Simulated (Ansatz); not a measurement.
# C₆H₁₈N₂O₂Zr: geometry optimisation

The task is to find a stationary geometry of C₆H₁₈N₂O₂Zr.

Program: Ansatz 0.2.0, Gaussian basis. Level of theory: RKS PBE0-D4/def2-TZVP. These are calculated values, not measurements.

Plan: relaxation at PBE0-D4/def2-TZVP.

1 further run of the same task is left out (set aside as unsound or not needed).

## Step 1: The starting structure

SMILES `CC(C)[NH][Zr]([OH])([OH])[NH]C(C)C`, 29 atoms, charge 0, spin multiplicity 1.

Atoms are counted from 1 here; the program's logs count them from 0.

Bond lengths: C1–C2 1.553 Å, C1–H12 1.101 Å, C1–H13 1.096 Å, C1–H14 1.090 Å, C2–C3 1.536 Å, C2–N4 1.456 Å, C2–H15 1.106 Å, C3–H16 1.089 Å, C3–H17 1.088 Å, C3–H18 1.088 Å, N4–Zr5 2.044 Å, N4–H19 1.035 Å, Zr5–O6 1.912 Å, Zr5–O7 1.916 Å, Zr5–N8 2.040 Å, O6–H20 0.966 Å, O7–H21 0.966 Å, N8–C9 1.458 Å and more. Angles: C2–C1–H12 109.9°, C2–C1–H13 109.4°, C2–C1–H14 110.6°, H12–C1–H13 108.6°, H12–C1–H14 109.1°, H13–C1–H14 109.2°, C1–C2–C3 109.5°, C1–C2–N4 112.3°, C1–C2–H15 108.4°, C3–C2–N4 111.0°, C3–C2–H15 108.1°, N4–C2–H15 107.3°, C2–C3–H16 109.9°, C2–C3–H17 111.0°, C2–C3–H18 109.7°, H16–C3–H17 108.8°, H16–C3–H18 108.7°, H17–C3–H18 108.7° and more.

The start is a GFN2-xTB geometry. Zr takes the def2 core potential; no spin-orbit term is included.

## Step 2: Geometry optimisation, PBE0-D4/def2-TZVP

The input, in.yaml:

```yaml
crystal:
  periodic: [false, false, false]
  atoms:
    - {symbol: C, position_ang: [1.011000, 1.065910, 1.726410]}
    - {symbol: C, position_ang: [-0.116270, 2.125470, 1.585980]}
    - {symbol: C, position_ang: [-0.632170, 2.513650, 2.979630]}
    - {symbol: N, position_ang: [-1.204840, 1.665700, 0.735570]}
    - {symbol: Zr, position_ang: [-0.514660, 0.553580, -0.834140]}
    - {symbol: O, position_ang: [-2.099580, 0.480290, -1.901580]}
    - {symbol: O, position_ang: [0.982400, 1.509380, -1.554010]}
    - {symbol: N, position_ang: [-0.220890, -1.329610, -0.107260]}
    - {symbol: C, position_ang: [0.654480, -1.988550, -1.068960]}
    - {symbol: C, position_ang: [0.559600, -3.518380, -0.951720]}
    - {symbol: C, position_ang: [0.341120, -1.560600, -2.534100]}
    - {symbol: H, position_ang: [1.491550, 0.898570, 0.749740]}
    - {symbol: H, position_ang: [0.579410, 0.118840, 2.070080]}
    - {symbol: H, position_ang: [1.763490, 1.398030, 2.442270]}
    - {symbol: H, position_ang: [0.311590, 3.029930, 1.113900]}
    - {symbol: H, position_ang: [-0.991990, 1.628020, 3.501910]}
    - {symbol: H, position_ang: [0.154670, 2.973800, 3.572790]}
    - {symbol: H, position_ang: [-1.454800, 3.218880, 2.883120]}
    - {symbol: H, position_ang: [-1.807990, 1.052060, 1.311620]}
    - {symbol: H, position_ang: [-2.726810, 1.208950, -1.812200]}
    - {symbol: H, position_ang: [0.994100, 2.473980, -1.496370]}
    - {symbol: H, position_ang: [-1.144480, -1.797840, -0.178900]}
    - {symbol: H, position_ang: [1.691040, -1.683080, -0.825930]}
    - {symbol: H, position_ang: [1.300970, -4.006400, -1.579910]}
    - {symbol: H, position_ang: [-0.432250, -3.853130, -1.254020]}
    - {symbol: H, position_ang: [0.725320, -3.815690, 0.081250]}
    - {symbol: H, position_ang: [-0.735650, -1.673490, -2.722470]}
    - {symbol: H, position_ang: [0.890890, -2.181310, -3.243630]}
    - {symbol: H, position_ang: [0.630770, -0.506950, -2.689060]}
basis:
  gaussian: {orbitals: def2-TZVP}
hamiltonian: {xc: pbe0, dispersion: d4}
relax: {f_tol: 0.005, max_steps: 150}
```

On the command line:

```bash
$ ansatz run in.yaml --threads 10 --pin off --events-out ev --progress --plain --max-ram 110592MiB --backend cuda --devices 0, --max-vram 75GiB
```

Q: Predict the results of all the runs planned. Wanted: point group; shift from the start; total energy; dispersion term; dipole moment.

As calculated:

```
                  quantity           value
               point group              C1
                     steps              37
shift from the start (rms)         0.891 Å
              total energy  -14866.1129 eV
           dispersion term        -673 meV
             dipole moment          0.57 D
```

What this shows: The relaxed geometry lies 0.89 Å (rms) from the start; the bond that changed most is C9–C11, from 1.558 to 1.520 Å. No vibrations were run, so it is not proven to be a minimum. The largest Mulliken charge, +1.48 e, sits on Zr5.
